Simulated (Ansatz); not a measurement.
# C2H9BOSn: the cost of one run

All numbers below are computed with Ansatz 0.2.0 (RKS LDA/def2-SVP).

## 1. The starting structure

Bond lengths: C1–B2 1.523 Å, B2–O3 1.433 Å, O3–Sn4 2.000 Å, Sn4–C5 2.181 Å, C1–H6 1.131 Å, C1–H7 1.133 Å, C1–H8 1.113 Å, B2–H9 1.179 Å, Sn4–H10 1.675 Å, Sn4–H11 1.770 Å, C5–H12 1.136 Å, C5–H13 1.082 Å, C5–H14 1.140 Å. Angles (14 of 22 angles, heavy atoms first): C1–B2–O3 119.2°, B2–O3–Sn4 108.5°, O3–Sn4–C5 107.9°, C1–B2–H9 120.7°, O3–B2–H9 119.9°, B2–C1–H6 114.5°, B2–C1–H7 111.3°, B2–C1–H8 112.3°, O3–Sn4–H10 112.0°, O3–Sn4–H11 106.1°, C5–Sn4–H10 110.9°, C5–Sn4–H11 106.7°, Sn4–C5–H12 106.6°, Sn4–C5–H13 108.6°.

Coordinates:

```xyz
14

C    -1.4577    1.8057    0.6597
B    -0.6535    0.6084    1.1490
O     0.7778    0.6597    1.0994
Sn    1.3802   -0.1203   -0.6412
C     0.7611   -2.2108   -0.6898
H    -0.8317    2.6712    0.2880
H    -2.0986    2.2370    1.4882
H    -2.1282    1.5455   -0.1898
H    -1.1925   -0.3237    1.6293
H     3.0363    0.0177   -0.8507
H     0.4551    0.7149   -1.8986
H     1.2978   -2.7278    0.1678
H     1.0049   -2.6208   -1.6609
H    -0.3640   -2.2860   -0.5217
```

## 2. End point A

Input file input.yaml:

```yaml
crystal:
  periodic: [false, false, false]
  atoms:
    - { symbol: C, position_ang: [-1.4577, 1.8057, 0.6597] }
    - { symbol: B, position_ang: [-0.6535, 0.6084, 1.149] }
    - { symbol: O, position_ang: [0.7778, 0.6597, 1.0994] }
    - { symbol: Sn, position_ang: [1.3802, -0.1203, -0.6412] }
    - { symbol: C, position_ang: [0.7611, -2.2108, -0.6898] }
    - { symbol: H, position_ang: [-0.8317, 2.6712, 0.288] }
    - { symbol: H, position_ang: [-2.0986, 2.237, 1.4882] }
    - { symbol: H, position_ang: [-2.1282, 1.5455, -0.1898] }
    - { symbol: H, position_ang: [-1.1925, -0.3237, 1.6293] }
    - { symbol: H, position_ang: [3.0363, 0.0177, -0.8507] }
    - { symbol: H, position_ang: [0.4551, 0.7149, -1.8986] }
    - { symbol: H, position_ang: [1.2978, -2.7278, 0.1678] }
    - { symbol: H, position_ang: [1.0049, -2.6208, -1.6609] }
    - { symbol: H, position_ang: [-0.364, -2.286, -0.5217] }
basis:
  gaussian: { orbitals: def2-SVP }
hamiltonian:
  xc: lda
relax:
  f_tol: 0.02
  max_steps: 50
output:
  orbitals: {}
```

Run with:

```console
$ ansatz run input.yaml --threads 2 --pin off --max-ram 3072MiB --backend cpu --events-out ev --progress --plain --runs-dir out
```

Q: Estimate wall time and peak memory on 2 threads of Intel Xeon Platinum 8259CL at 2.50GHz (Skylake/Cascade Lake), shared host.

About 32 s, with a peak of 0.19 GiB.
